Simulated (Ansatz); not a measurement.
# CsLiCr2Te2S3 (P3m1) in Ansatz: notebook

One crystal, CsLiCr2Te2S3, is run at these levels: PBE; tasks: atomic charges, electron localisation function.

Program: Ansatz 0.2.0. These are calculated values, not measurements. Logs are shortened: lines on timing, memory, paths and dates and some standing lists are left out, and cuts for length are marked.

### Step 1. Starting point

The structure is trigonal, space group P3m1 (No. 156). Conventional cell: a = 3.604 Å, b = 3.604 Å, c = 19.067 Å, α = 90.00°, β = 90.00°, γ = 120.00°. Cs (site symmetry 3m) has 3 S at 3.38 Å and 6 Cs at 3.60 Å and 3 Te at 3.77 Å as nearest neighbours. Li (site symmetry 3m) has 6 S at 2.63 to 2.66 Å as nearest neighbours. Around Cr (site symmetry 3m) lie 3 S at 2.40 Å and 3 Te at 2.74 Å. Cr (site symmetry 3m) has 6 S at 2.43 to 2.45 Å as nearest neighbours. Around Te (site symmetry 3m) lie 6 Te at 3.60 Å and 3 Cs at 3.77 Å. Around Te (site symmetry 3m) lie 3 Cr at 2.74 Å. Around S (site symmetry 3m) lie 3 Cr at 2.45 Å and 3 Li at 2.63 Å. Around S (site symmetry 3m) lie 3 Cr at 2.40 Å and 3 Li at 2.66 Å.

The cell was built by a generator and needn't be a form met in nature.

### Step 2. Atomic charges, PBE, collinear spin, ferromagnetic start

The input, input.yaml:

```yaml
crystal:
  lattice:
    - [3.60358, 0.0, 0.0]
    - [-1.80179, 3.12079, 0.0]
    - [0.0, 0.0, 19.06651]
  atoms:
    - { symbol: Cs, position: [0.0, 0.0, 0.37399] }
    - { symbol: Li, position: [0.66667, 0.33333, 0.01607] }
    - { symbol: Cr, position: [0.0, 0.0, 0.86637], spin: 3.0 }
    - { symbol: Cr, position: [0.33333, 0.66667, 0.16833], spin: 3.0 }
    - { symbol: Te, position: [0.33333, 0.66667, 0.53891] }
    - { symbol: Te, position: [0.66667, 0.33333, 0.77276] }
    - { symbol: S, position: [0.0, 0.0, 0.1003] }
    - { symbol: S, position: [0.33333, 0.66667, 0.9292] }
    - { symbol: S, position: [0.66667, 0.33333, 0.23408] }
hamiltonian:
  xc: pbe
  pseudopotentials: { kind: paw }
magnetization:
  spin_polarized: true
kpoints:
  mp_grid: { grid: [9, 9, 2] }
scf:
  occupations: { method: fermi_dirac, width: 0.05 }
output:
  forces: true
  stress: true
  eigenvalues: true
  bader: true
  populations: true
```

Potentials or basis: Ansatz PAW.

Started as:

```bash
$ ansatz run input.yaml --threads 8 --pin off --max-ram 20480MiB --backend cpu --events-out ev --progress --plain --runs-dir out
```

Log:

```text
Warning: the atoms were moved onto the symmetric positions of the space group found under crystal.symmetry.tolerance 1.0e-5 (fractional; no operation is sought that the atoms, as they stand in a round, miss by more than twice it, and no atom is moved by as much as it), and the run uses the moved positions. Before a round's move an operation carried an atom to 3.60e-5 Å from where it should land, the largest such distance. Atom 1 (counting from 0) moved farthest, by 2.08e-5 Å; the longest move in fractions of the cell, of whichever atom, is 0.47 of the tolerance, in 1 round. To run the atoms as typed, lower crystal.symmetry.tolerance until the operations that they miss are no longer found, or set crystal.symmetry.detect: false (a key that needs symmetry detection or time reversal refuses this as the deck is read). The positions used, in the order of the run's atom list: position: [0.0, 0.0, 0.37399]; position: [0.6666666666666666, 0.3333333333333333, 0.01607]; position: [0.0, 0.0, 0.86637]; position: [0.3333333333333333, 0.6666666666666666, 0.16833]; position: [0.3333333333333333, 0.6666666666666666, 0.53891]; position: [0.6666666666666666, 0.3333333333333333, 0.77276]; position: [0.0, 0.0, 0.1003]; position: [0.3333333333333333, 0.6666666666666666, 0.9292]; position: [0.6666666666666666, 0.3333333333333333, 0.23408]; The lattice was moved too: crystal.lattice keeps the space group found at crystal.symmetry.tolerance 1.0e-5 only nearly: the operation that it misses by the most changes a squared length by the fraction 1.01e-6. The run uses the lattice that is a stretch of the typed one, with no rotation, onto the one that keeps every operation to a double's rounding (on a very oblique basis the stretch itself rounds by more); the deck's lattice vector that moved farthest moved by 1.05e-6 Å. To run the lattice as typed, set crystal.symmetry.tolerance under 1.01e-6, the least fraction by which an operation that the lattice misses changes a squared length (the same key also sets how far an atom may lie from its image, so lowering it can lose operations that the atoms keep only within it), or set crystal.symmetry.detect: false, as for the atoms. crystal.lattice made exact, in Å and degrees: [[3.603578946584446, 0.0, 0.0], [-1.801789473292223, 3.120790912284897, 0.0], [0.0, 0.0, 19.06651]]. Pasted over the deck's crystal.lattice, beside positions in fractional coordinates, it runs the same cell (given as lengths and angles, that cell in the form's own orientation, a rigid turn of the misfit's size from the one run here, for which a checkpoint.post_process_only pass over this run's state can be refused: where this run relaxes nothing, give such a pass this deck's own crystal.lattice, as typed; behind a relaxation, as crystal.lattice, the state's own cell, identity.cell in its checkpoint.json), and a matrix so pasted ends this notice, except on a very skew basis of the lattice, where the rounding of the pasted numbers themselves can read as a misfit: the cell is then moved again, and that move is told again. The lattice as run is in this notice's lattice.as_run_ang field (Run.prep()["deck_notices"] in Python, the deck_notice line of an events file, deck_notices of ansatz run --dry-run=json, or deck_notices in record.json in the deck's checkpoint.write directory).
Warning: RAYON_NUM_THREADS=8 ignored (pool sized by the plan → 8); use --threads N
Engine: ansatz 0.2.0, x86_64-unknown-linux-gnu
Pseudopotentials: kind: paw
Pseudopotential: Cs, paw, valence charge 9, recommended cutoff 420 eV (normal), Cs.paw.azcp
Pseudopotential: Li, paw, valence charge 3, recommended cutoff 420 eV (normal), Li.paw.azcp
Pseudopotential: Cr, paw, valence charge 14, recommended cutoff 420 eV (normal), Cr.paw.azcp
Pseudopotential: Te, paw, valence charge 16, recommended cutoff 420 eV (normal), Te.paw.azcp
Pseudopotential: S, paw, valence charge 6, recommended cutoff 420 eV (normal), S.paw.azcp
Functional definition: PBE
  parameter kappa = 0.804
  parameter beta = 0.06672455060314922
  exchange = pbe_x(kappa = kappa, mu = beta*pi^2/3)
  correlation = pbe_c(beta = beta)
Crystal: 9 atoms, lattice volume = 214.422 Å³
Basis set: ecut = 420 eV, 4167 PW (Γ), exchange–correlation on 50×50×256 points (8 copies of the dense FFT grid, shifted against one another)
Bands: 58, of which v1, the nominal top of the filled ones, is band 45 counted from 1 (44 counted from 0)
Symmetry: 6 space group operations
Space group: P3m1 (ITA 156), of the structure as read, at distance tolerance 6.0e-5 Å
Magnetic group: BNS 156.49 (UNI 1279), of the structure as read, at distance tolerance 6.0e-5 Å
k-points: 24 of 162 (time reversal used)
Non-local potential: Cs, projectors of the file, l = 0: 3, l = 1: 2, l = 2: 2, l = 3: 2
Non-local potential: Li, projectors of the file, l = 0: 3, l = 1: 2, l = 2: 1
Non-local potential: Cr, projectors of the file, l = 0: 3, l = 1: 2, l = 2: 3, l = 3: 1
Non-local potential: Te, projectors of the file, l = 0: 2, l = 1: 2, l = 2: 2, l = 3: 2
Non-local potential: S, projectors of the file, l = 0: 2, l = 1: 2, l = 2: 2
PAW form: soft (Blöchl's): semilocal exchange-correlation on the pseudo side does not see the compensation charge
PAW one-centre angular grid: Cs, 194 points (default); XC on 64 Gauss nodes
PAW one-centre angular grid: Li, 110 points (default); XC on 64 Gauss nodes
PAW one-centre angular grid: Cr, 590 points (default); XC on 64 Gauss nodes
PAW one-centre angular grid: Te, 590 points (default); XC on 64 Gauss nodes
PAW one-centre angular grid: S, 110 points (default); XC on 64 Gauss nodes
Initial density: superposition of atomic densities (chi_scale 0.1, normalization cell, long waves of neutral atoms (reshape's long-wave potential 6.32 eV rms, cloud 3.49 Å wide))
Starting moments: Σ|m| = 6 μB on 2 of 9 sites
Initial wavefunctions: pseudopotential atomic-orbital guess
Functional: x = pbe(κ = 0.804, μ = 0.2195149727645171), c = pbe(β = 0.06672455060314922)
SCF iter   1: F=—  HF=-29304.528471 eV  |F-HF|=—  |Δ(HF+E_count)|=         —  Δρ=6.07e-2 (↑6.07e-2 ↓3.16e-2)  dr2=7.41e1  dr2_m=6.35e-1  M=4.144 μB ∫|m|=5.351 μB  β_m=0.30  ethr=3.10e-3  ⟨swp⟩=12.8  Hψ=13879  notcnv=0
Mixer restart at iter 1: flushing history
preconditioner: auto → Kerker (q_TF=auto, 2.361 Å⁻¹)  [metal: Δε(μ)=0.012 eV  Ē_g=7.885 eV  σ=0.050 eV  W_gap=0.06  n_scr=56 (ndim 8)  ℏωp=17.9 eV  f_vac=0.049  D(μ)=7.29/eV (n_scr^D=68)]
[... 46 lines left out ...]
Entropy (-TS):   -0.024695 eV (-2.744 meV/atom)
Fermi energy:    8.053536 eV
--- Per-component energies (eV) ---
  E_band       = -1212.229399
  E_kinetic    = 1530.101487
  E_local      = -10479.797582  (includes V_loc(G=0)·N_el)
  E_nonlocal   = -375.093679
  E_hartree    = 5185.428565
  E_xc         = -1003.729229
  E_vxc        = -966.301877  (∫ρ·V_xc dr)
  E_paw        = -18607.608302  (= ΣΔE_a)
  E_vpaw       = -1291.996524  (= ΣTr[D̂ρ^β])
  E_aug_tail   = 0.000368  (compensation charges beyond the density's cutoff)
  E_ewald      = -5552.109936
  E_smearing   = -0.024695  (= −TS)
  E_closure    = -0.000000  (closes the sum)
  Σ components = -29302.833004   (vs F -29302.833004, Δ=0.00e0)
--- Forces (eV/Å), atoms counted from 1 ---
  atom   1  Cs     0.00000000     0.00000000     0.03276795
  atom   2  Li     0.00000000     0.00000000     0.02117271
  atom   3  Cr     0.00000000     0.00000000    -0.02162405
  atom   4  Cr    -0.00000000     0.00000000     0.00575380
  atom   5  Te     0.00000000     0.00000000    -0.01441357
  atom   6  Te     0.00000000     0.00000000     0.03216301
  atom   7  S      0.00000000     0.00000000    -0.01350029
  atom   8  S     -0.00000000     0.00000000    -0.02367815
  atom   9  S      0.00000000     0.00000000    -0.01847331
  max |Σ_I F_I| component: 1.68e-4 eV/Å
--- Stress (GPa, compression-positive) ---
        0.084174       0.000000       0.000000
        0.000000       0.084174       0.000000
        0.000000       0.000000      -0.101393
  P = ⅓ Tr σ = 0.0223 GPa (0.223 kbar)
--- Band table (eV; the first three rows and the last of 48) ---
  k-point 0 ↑: bands = ["-65.0344", "-64.6686", "-38.2658", "-36.3919", "-36.3677", "-36.3677", "-36.0322", "-36.0322", "-36.0144", "-28.4656", "-28.4656", "-28.4208", "-28.4208", "-28.3527", "-28.3527", "-28.3331", "-28.2664", "-28.2664", "-28.2073", "-15.3587", "-5.9851", "-5.6399", "-4.6207", "-3.6231", "-3.4023", "-1.6908", "-0.6096", "-0.6096", "2.6469", "3.2836", "4.1924", "4.1924", "4.6295", "4.6295", "5.6914", "5.9487", "6.3380", "6.3380", "6.6351", "6.6351", "6.6762", "7.0466", "7.0466", "7.0807", "7.6311", "8.5412", "8.5412", "9.4768", "9.8059", "9.8059", "10.2554", "10.2554", "10.8120", "10.8120", "12.0159", "12.4597", "12.4597", "12.7080"]
  k-point 1 ↑: bands = ["-65.0344", "-64.6686", "-38.2658", "-36.3919", "-36.3677", "-36.3677", "-36.0322", "-36.0322", "-36.0144", "-28.4656", "-28.4656", "-28.4208", "-28.4208", "-28.3527", "-28.3527", "-28.3331", "-28.2664", "-28.2664", "-28.2073", "-15.3587", "-5.9851", "-5.6398", "-4.6210", "-3.6203", "-3.4051", "-1.6903", "-0.6096", "-0.6096", "2.6339", "3.3090", "4.1924", "4.1924", "4.6295", "4.6295", "5.4974", "6.3380", "6.3380", "6.3504", "6.4525", "6.6351", "6.6351", "7.0466", "7.0466", "7.0900", "7.6159", "8.5412", "8.5412", "9.4826", "9.8059", "9.8059", "10.2553", "10.2553", "10.8121", "10.8121", "12.1298", "12.4597", "12.4597", "12.4772"]
  k-point 2 ↑: bands = ["-65.0342", "-64.6685", "-38.2656", "-36.3915", "-36.3699", "-36.3683", "-36.0344", "-36.0328", "-36.0141", "-28.4656", "-28.4639", "-28.4208", "-28.4191", "-28.3532", "-28.3528", "-28.3322", "-28.2670", "-28.2665", "-28.2063", "-15.2998", "-5.8683", "-5.5389", "-4.5756", "-3.5058", "-3.2717", "-1.6372", "-1.0376", "-0.7013", "2.7637", "3.4013", "3.9643", "4.2472", "4.3083", "4.6507", "5.7783", "5.8857", "6.0568", "6.1978", "6.4972", "6.5540", "6.6515", "6.7435", "7.2082", "7.2775", "7.4813", "8.3791", "8.4916", "9.2222", "9.3314", "9.7041", "9.9404", "9.9872", "10.0169", "10.6055", "11.8054", "12.5623", "12.8279", "13.2409"]
  k-point 23 ↓: bands = ["-62.0322", "-61.8245", "-38.2660", "-33.4359", "-33.4356", "-33.4232", "-33.2614", "-33.2277", "-33.2249", "-28.4583", "-28.4583", "-28.4475", "-28.4472", "-28.3865", "-28.3864", "-28.3548", "-28.2709", "-28.2709", "-28.1992", "-14.7332", "-4.6051", "-4.4950", "-4.3656", "-2.8506", "-2.7080", "-2.0619", "-1.3788", "-1.3207", "3.2663", "3.3363", "3.3586", "3.4696", "3.6998", "3.9806", "4.7177", "4.7995", "5.1878", "5.4462", "5.5384", "5.5638", "5.6009", "6.2338", "7.4090", "9.4387", "9.6809", "9.8782", "9.9179", "9.9648", "10.0126", "10.3309", "10.4424", "10.5445", "10.9097", "11.5732", "11.8543", "12.8326", "13.0561", "13.2224"]
--- Löwdin populations: 9 sites ---
  site symbol       q [e]    m [muB]
     0     Cs      8.2077     0.0024
     1     Li      2.3493     0.0065
     2     Cr     13.4569     2.9596
     3     Cr     13.2712     3.0946
     4     Te     16.2792    -0.0078
     5     Te     16.0698    -0.2503
     6      S      6.6193    -0.0626
     7      S      6.5682    -0.0858
     8      S      6.6116    -0.0850
  spilling = 0.006299 (of n_electrons = 90.000000)
--- Bader charges: 9 sites ---
  site symbol  charge [e]  shift [e]    m [muB]
     0     Cs      0.6837     0.0000     0.0040
     1     Li      0.8927     0.0005    -0.0022
     2     Cr      1.0694     0.0003     2.8342
     3     Cr      1.3073     0.0018     2.9623
     4     Te     -0.3495     0.0000    -0.0080
     5     Te     -0.3656     0.0006    -0.2090
     6      S     -1.1126     0.0006     0.0213
     7      S     -1.1126     0.0006     0.0286
     8      S     -1.0127     0.0009     0.0122
  estimated error of the sums over rays = 4.5e-4 e
```

Wall time 29 s (8 threads of AMD EPYC 7R13 (Zen 3), shared host); peak memory 1.4 GiB.

What came out:

```yaml
Free_energy: -29302.8330 eV
Pressure: 0.0 GPa
Largest_force: 0.033 eV/Å
Band_gap_on_the_k_mesh: none (metal or under the smearing width)
Net_moment: 5.64 μB per cell
Absolute_moment: 6.67 μB per cell
Site_moments: Cs +0.00; Li -0.01; Cr +2.58, +2.74; Te -0.01, -0.15; S -0.05, -0.06 μB
Bader_charges: Cs +0.68; Li +0.89; Cr +1.07, +1.31; Te -0.35, -0.37; S -1.11, -1.01 e
```

Forces in eV/Å, atoms in the order of the input:
```
Cs   0.000  0.000  0.033
Li   0.000  0.000  0.021
Cr   0.000  0.000 -0.022
Cr   0.000  0.000  0.006
Te   0.000  0.000 -0.014
Te   0.000  0.000  0.032
S    0.000  0.000 -0.014
S    0.000  0.000 -0.024
S    0.000  0.000 -0.018
```

Stress tensor (GPa, compression positive):
```
 0.08  0.00  0.00
 0.00  0.08  0.00
 0.00  0.00 -0.10
```

Levels at points of the mesh, in eV from the Fermi level:
Spin up:
| k point | band 46 | band 47 | band 48 | band 49 | band 50 | band 51 |
| --- | --- | --- | --- | --- | --- | --- |
| (0.00, 0.00, 0.00) | 0.49 | 0.49 | 1.42 | 1.75 | 1.75 | 2.20 |
| (0.00, 0.00, -0.50) | 0.49 | 0.49 | 1.43 | 1.75 | 1.75 | 2.20 |
Spin down:
| k point | band 39 | band 40 | band 41 | band 42 | band 43 | band 44 | band 45 | band 46 |
| --- | --- | --- | --- | --- | --- | --- | --- | --- |
| (0.00, 0.00, 0.00) | -1.05 | 0.78 | 0.78 | 1.06 | 1.06 | 1.22 | 1.22 | 1.30 |
| (0.00, 0.00, -0.50) | -1.05 | 0.78 | 0.78 | 1.06 | 1.06 | 1.22 | 1.22 | 1.32 |

Caveat: only a ferromagnetic start was run, and an antiferromagnetic order may lie lower in energy.

### Step 3. Electron localisation function, PBE, collinear spin, ferromagnetic start

Changes to input.yaml since step 2:

```diff
@@ -28,3 +28,5 @@
   eigenvalues: true
-  bader: true
-  populations: true
+  write_density: true
+  write_potential: true
+  elf: true
+  volumetric_format: npy
```

Potentials or basis: Ansatz PAW.

Started as:

```bash
$ ansatz run input.yaml --threads 8 --pin off --max-ram 20480MiB --backend cpu --events-out ev --progress --plain --runs-dir out
```

It took 25 s on 8 threads of AMD EPYC 7R13 (Zen 3), shared host; peak memory 1.4 GiB.

Results (log left out):

```yaml
Free_energy: -29302.8330 eV
Pressure: 0.0 GPa
Largest_force: 0.033 eV/Å
Band_gap_on_the_k_mesh: none (metal or under the smearing width)
Net_moment: 5.64 μB per cell
Absolute_moment: 6.67 μB per cell
Site_moments: Cs +0.00; Li -0.01; Cr +2.58, +2.74; Te -0.01, -0.15; S -0.05, -0.06 μB
```

Forces in eV/Å, atoms in the order of the input:
```
Cs   0.000  0.000  0.033
Li   0.000  0.000  0.021
Cr   0.000  0.000 -0.022
Cr   0.000  0.000  0.006
Te   0.000  0.000 -0.014
Te   0.000  0.000  0.032
S    0.000  0.000 -0.014
S    0.000  0.000 -0.024
S    0.000  0.000 -0.018
```

Stress tensor (GPa, compression positive):
```
 0.08  0.00  0.00
 0.00  0.08  0.00
 0.00  0.00 -0.10
```

Levels at points of the mesh, in eV from the Fermi level:
Spin up:
```csv
k point,band 44,band 45,band 46,band 47,band 48,band 49,band 50,band 51,band 52,band 53
"(0.00, 0.00, 0.00)",-0.97,-0.42,0.49,0.49,1.42,1.75,1.75,2.20,2.20,2.76
"(0.00, 0.00, -0.50)",-0.96,-0.44,0.49,0.49,1.43,1.75,1.75,2.20,2.20,2.76
```
Spin down:
```csv
k point,band 39,band 40,band 41,band 42,band 43,band 44,band 45,band 46
"(0.00, 0.00, 0.00)",-1.05,0.78,0.78,1.06,1.06,1.22,1.22,1.30
"(0.00, 0.00, -0.50)",-1.05,0.78,0.78,1.06,1.06,1.22,1.22,1.32
```

Caveat: only a ferromagnetic start was run, and an antiferromagnetic order may lie lower in energy.
